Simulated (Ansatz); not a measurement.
Working through vertical spin-state energies of CH3ISSi, SMILES I[SiH]1CS1

With Ansatz 0.2.0 through its Python package.

Notebook, run cell by cell (the value of a cell's last expression is shown):

```python
import ansatz as az
```

```python
params = {
    "basis": "def2-SVP",
    "xc": "r2scan0",
}

geometry_ang = [
    ("I", [-2.7614, -0.0099, -0.0722]),
    ("Si", [-0.4874, 0.4715, -0.5472]),
    ("C", [0.6859, -0.1731, 0.6171]),
    ("S", [0.649, -1.4247, -0.5035]),
    ("H", [-0.093, 1.1185, -1.8383]),
    ("H", [1.6814, 0.3393, 0.6629]),
    ("H", [0.3867, -0.3896, 1.6355]),
]
molecule = az.Crystal.molecule()
for symbol, xyz in geometry_ang:
    molecule = molecule.atom(symbol, xyz)
```

```python
job = molecule.calculation()
job = job.basis(gaussian=params["basis"])
job = job.functional(params["xc"])
found = {}
for unpaired in [0, 2]:
    summary = job.spin("collinear", total=unpaired).run(threads=1, pin="off").report
    s = unpaired / 2
    found[unpaired] = summary["free_energy_ev"]
    print(f"2S+1 = {unpaired + 1}: E = {found[unpaired]:.5f} eV, <S^2> = {abs(summary['mean_field']['state']['spin_squared']):.3f} (pure state {s * (s + 1):.2f})")
lowest = min(found, key=found.get)
for unpaired, e in found.items():
    print(f"multiplicity {unpaired + 1}: {96.485332 * (e - found[lowest]):.1f} kJ/mol above the lowest")
```

    2S+1 = 1: E = -27893.30277 eV, <S^2> = 0.000 (pure state 0.00)
    2S+1 = 3: E = -27889.78904 eV, <S^2> = 2.009 (pure state 2.00)
    multiplicity 1: 0.0 kJ/mol above the lowest
    multiplicity 3: 339.0 kJ/mol above the lowest

In order: multiplicity 1 (+0.00 eV) and multiplicity 3 (+3.51 eV), all at the one geometry.

Caveats:
- Total energies depend on the basis set; only differences at equal settings carry meaning.
- The geometry is a force-field or estimated start, not a minimum of this method, and the basis set is short of its limit. All parts are taken at fixed geometry, without zero-point energy.
- def2 sets replace the cores of elements past krypton by effective core potentials.
- Spin-orbit coupling, which mixes and shifts the spin states of heavy atoms, is left out.
- Timing: 50 s on 1 thread of Arm Neoverse V2 (shared host), peak memory 0.41 GiB.
